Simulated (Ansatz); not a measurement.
# BrGaH2S: ladder of basis sets, by script

The task is a ladder of basis sets, for BrGaH2S.

All numbers are computed with the Python package of Ansatz 0.2.0. The levels of theory stand in the script.

## 1. The structure

Bond lengths: S1–Ga2 2.220 Å, Ga2–Br3 2.279 Å, S1–H4 1.333 Å, Ga2–H5 1.561 Å. Angles: S1–Ga2–Br3 120.1°, S1–Ga2–H5 124.8°, Br3–Ga2–H5 115.1°, Ga2–S1–H4 93.4°.

The script holds or builds the structure itself.

## 2. The code

The input, basis_brgah2s.py:

```python
import logging
import sys

import ansatz as az
from ase import Atoms

logging.basicConfig(stream=sys.stdout, format="%(levelname)s:%(name)s:%(message)s")
log = logging.getLogger("calc")
log.setLevel(logging.INFO)

atoms = Atoms(["S", "Ga", "Br", "H", "H"], positions=[
    [-1.59936, -0.43679, -0.48562],
    [0.47326, -0.02906, 0.19635],
    [1.76504, -1.72423, 1.00485],
    [-1.79713, 0.81614, -0.89417],
    [1.1582, 1.37394, 0.17859],
])
molecule = az.Crystal.molecule_from_ase(atoms)

job = molecule.calculation().functional("b3lyp")

energies = {}
for basis in ["cc-pVDZ", "cc-pVTZ"]:
    r = job.basis(gaussian=basis).run(threads=1, pin="off").report
    size = r["n_frozen"] + r["n_occupied"][0] + r["n_virtual"][0]
    energies[basis] = (r["reference_energy_ev"] / 27.211386246, r["free_energy_ev"] / 27.211386246)
    log.info(f"{basis:14s} {size:4d} orbitals  reference {energies[basis][0]:14.6f} Ha  total {energies[basis][1]:14.6f} Ha")

last = energies["cc-pVTZ"][1]
for basis, (_, total) in energies.items():
    log.info(f"{basis:14s} lies {27.211386 * (total - last):9.4f} eV above cc-pVTZ")
```

## 3. What the engine is handed

The package turns the script's settings into the engine's input (first run):

```yaml
crystal:
  periodic: [false, false, false]
  atoms:
    - { symbol: S, position_ang: [-1.59936, -0.43679, -0.48562] }
    - { symbol: Ga, position_ang: [0.47326, -0.02906, 0.19635] }
    - { symbol: Br, position_ang: [1.76504, -1.72423, 1.00485] }
    - { symbol: H, position_ang: [-1.79713, 0.81614, -0.89417] }
    - { symbol: H, position_ang: [1.1582, 1.37394, 0.17859] }
basis:
  gaussian:
    orbitals: cc-pVDZ
hamiltonian:
  xc: b3lyp
```

## 4. Launch

On the command line:

```
python basis_brgah2s.py
```

Standard output:

```text
INFO:calc:cc-pVDZ          82 orbitals  reference   -4898.527261 Ha  total   -4898.527261 Ha
INFO:calc:cc-pVTZ         148 orbitals  reference   -4898.691689 Ha  total   -4898.691689 Ha
INFO:calc:cc-pVDZ        lies    4.4743 eV above cc-pVTZ
INFO:calc:cc-pVTZ        lies    0.0000 eV above cc-pVTZ
```

It took 11 s on 1 thread of Arm Neoverse V2, shared host; peak memory 0.46 GiB.

## 5. Inputs of later runs

The engine's inputs for the other runs:

Run 2, against run 1:

```diff
@@ -11 +11 @@
-    orbitals: cc-pVDZ
+    orbitals: cc-pVTZ
```

Lines on the test bed's own set-up are left out of the output.

## 6. What each run gave

From the records of these 2 runs:

| run | basis | energy (eV) | SCF cycles | CPU time (s) |
| --- | --- | --- | --- | --- |
| 1 | cc-pVDZ | -133295.7173 | 16 | 3.8 |
| 2 | cc-pVTZ | -133300.1917 | 16 | 6.7 |

## 7. Outcome

```
     quantity  value
runs compared      2
```

Against cc-pVDZ: cc-pVTZ -164.4 mHa. The last step alone is -164.43 mHa. From the first set to the last the time grows from 3.8 to 6.7 s. What to keep in mind:
- The drop along the ladder measures the basis error, and is no property of the molecule.
- The geometry is a force-field or estimated start, not a minimum of this method, and the last set is no limit. Much of the fall in a total is atomic energy, which cancels in bond and reaction energies.
- b3lyp holds the VWN-RPA fit, as in Gaussian; the form of ORCA and Turbomole is b3lyp5.
- For Al to Cl the sets with a tight d function, cc-pV(X+d)Z, are usual.
